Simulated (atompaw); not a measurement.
# Sm: the cost of one run

The numbers are computed with atompaw 4.2.0.5 (PBE, scalar-relativistic, spin-unpolarised reference atom).

## 1. The atom and the settings

Typed settings, in words:

```json
{"element": "samarium (Sm, Z = 62)", "type": "PAW", "frozen core": "[Kr] 4d10", "valence charge": "16", "reference configuration": "4f6 5s2 5p6 5d0 6s2 6p0", "partial waves": "5s (bound): rc 1.80 bohr; 6s (bound): rc 3.00 bohr; 5p (bound): rc 2.15 bohr; 6p (bound, empty): rc 3.00 bohr; 5d (bound, empty): rc 3.00 bohr; 5d channel at 3.05 Ry: rc 3.00 bohr; 4f (bound): rc 0.75 bohr; 4f channel at 0.8 Ry: rc 0.75 bohr", "local potential": "bessel scheme, radius 2.55 bohr", "core correction": "smooth core density matched at 2.95 bohr", "augmentation charge": "sinc compensation charge, radius 2.75 bohr; PAW radius 3.00 bohr; waves and projectors: modrrkj vanderbiltortho"}
```

The nodes and maxima of the atom's own shells, from an earlier all-electron run, set the scale for the radii.

All-electron outer shells of the reference configuration (PBE, scalar-relativistic, ld1.x):

| shell | level (eV) | outermost node (bohr) | outermost maximum (bohr) |
| --- | --- | --- | --- |
| 4p | -247.47 | 0.30 | 0.56 |
| 4d | -128.80 | 0.28 | 0.59 |
| 5s | -43.27 | 0.69 | 1.27 |
| 5p | -23.23 | 0.73 | 1.43 |
| 6s | -3.58 | 1.70 | 3.66 |
| 4f | -2.47 | – | 0.61 |
| 5d | -1.68 | 0.84 | 2.17 |
| 6p | -1.21 | 2.06 | 4.94 |

## 2. Generating the potential

File Sm.input:

```
Sm 62
GGA-PBE scalarrelativistic loggrid 2001 logderivrange -5 5 251
6 6 5 4 0 0
6 1 0
5 2 0
4 3 6
0 0 0
c
c
c
c
v
v
c
c
c
v
v
c
c
v
v
3
3.00 2.75 2.55 2.95
n
n
y
3.05
n
y
0.8
n
modrrkj vanderbiltortho sinc
bessel
1.80
3.00
2.15
3.00
3.00
3.00
0.75
0.75
PWSCFOUT
UPFDX 0.0125d0 UPFXMIN -7.d0 UPFZMESH 62.d0
END
```

Command:

```bash
$ atompaw < Sm.input > Sm.log
```

**Question.** How long does this run take on 1 thread of Intel Xeon Platinum 8488C, shared host?

About 19 s.
